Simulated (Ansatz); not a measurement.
The same calculation of W, space group Fm-3m as a Python script and as an input file (Ansatz 0.2.0 through its Python package).

The script, `dfpt_w.py`:
```python
# -*- coding: utf-8 -*-
"""Zone-centre and zone-boundary phonons of W by linear response."""

from pathlib import Path

import ansatz
import numpy as np

structure = (
    ansatz.Lattice.of((0.0, 2.03, 2.03), (2.03, 0.0, 2.03), (2.03, 2.03, 0.0))
    .atom("W", (0.0, 0.0, 0.0))
)

calculation = (
    structure.calculation()
    .basis(38 * ansatz.Ry)
    .pseudopotentials("paw")
    .occupations(ansatz.OccupationsMethod.COLD, width=0.15)
    .functional("LDA")
    .kpoints(14, 14, 14)
    .phonons("dfpt", points=[(0, 0, 0), (0.5, 0.5, 0)])
)
out = calculation.run(runs_dir="runs")
ph = out.phonons

for q in ph.qpoints:
    thz = np.asarray(q.omega_inv_cm) / 33.35641
    print("q = ({:.2f}, {:.2f}, {:.2f})".format(*q.q_frac), np.round(thz, 2) + 0.0, "THz")
```

```console
$ python dfpt_w.py
q = (0.00, 0.00, 0.00) [0. 0. 0.] THz
q = (0.50, 0.50, 0.00) [2.37 2.37 5.67] THz
```

`input.yaml`:
```yaml
crystal:
  lattice:
    - [0.0, 2.03, 2.03]
    - [2.03, 0.0, 2.03]
    - [2.03, 2.03, 0.0]
  atoms:
    - { symbol: W, position: [0.0, 0.0, 0.0] }
basis:
  ecutwfc: 517.016338673772
kpoints:
  mp_grid:
    grid: [14, 14, 14]
hamiltonian:
  xc: lda
  pseudopotentials:
    kind: paw
scf:
  occupations:
    method: cold
    width: 0.15
phonons:
  method: dfpt
  qpoints:
    - [0.0, 0.0, 0.0]
    - [0.5, 0.5, 0.0]
```

Caveats:
- No spin polarisation was allowed.
- The cell isn't relaxed first, so the values belong to this volume.
- Spin-orbit coupling, which matters for elements this heavy, is left out.
- This isn't the structure that W takes at ambient conditions.
- The structure is taken as given; imaginary modes can come from an unrelaxed or unstable start. Phonons of metals also depend on mesh and smearing.
- Timing: 16 s on 1 thread of Intel(R) Xeon(R) Processor @ 2.30GHz (shared host), peak memory 0.71 GiB.
